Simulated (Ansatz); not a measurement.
# Cu (Copper): a relaxation

The task is a relaxation on Cu (Copper).

Computed with Ansatz 0.2.0 (DFT, PBEsol, all-electron LAPW, scalar-relativistic, unless a step's input says otherwise).

### Step 1. The starting structure

It takes space group Fm-3m (No. 225, cubic). Conventional cell: a = 3.663 Å, b = 3.663 Å, c = 3.663 Å, α = 90.00°, β = 90.00°, γ = 90.00°. Cu (site symmetry m-3m) is surrounded by 12 Cu at 2.59 Å.

Structure file:

```
CELL_PARAMETERS angstrom
0.00000 1.83129 1.83129
1.83129 0.00000 1.83129
1.83129 1.83129 0.00000
ATOMIC_POSITIONS crystal
Cu 0.00000 0.00000 0.00000
```

### Step 2. Input and run

Contents of input.yaml:

```yaml
crystal:
  lattice:
    - [0.0, 1.8312856224, 1.8312856224]
    - [1.8312856224, 0.0, 1.8312856224]
    - [1.8312856224, 1.8312856224, 0.0]
  atoms:
    - { symbol: Cu, position: [0.0, 0.0, 0.0] }
kpoints:
  mp_grid: { grid: [1, 1, 1] }
scf:
  occupations: { method: fermi_dirac, width: 0.05 }
  max_iter: 80
hamiltonian:
  xc: pbesol
  pseudopotentials: { kind: all_electron, lapw: { basis_error: 0.001 } }
output:
  forces: true
  stress: true
relax:
  f_tol: 0.005
  max_steps: 80
  cell: {}
```

Command:

```sh
> ansatz run input.yaml --threads 1 --pin off --max-ram 2048MiB --backend cpu --events-out ev --progress --plain --runs-dir out
```

**Question.** How will this run end, and is anything wrong with its input?

The program finished normally. That alone doesn't make the input a sound one.

The suspect setting: kpoints.mp_grid.grid is [1, 1, 1]. The zone is sampled at a single point, which suits only large cells or molecules.

To check: set kpoints.mp_grid.grid to [16, 16, 16].
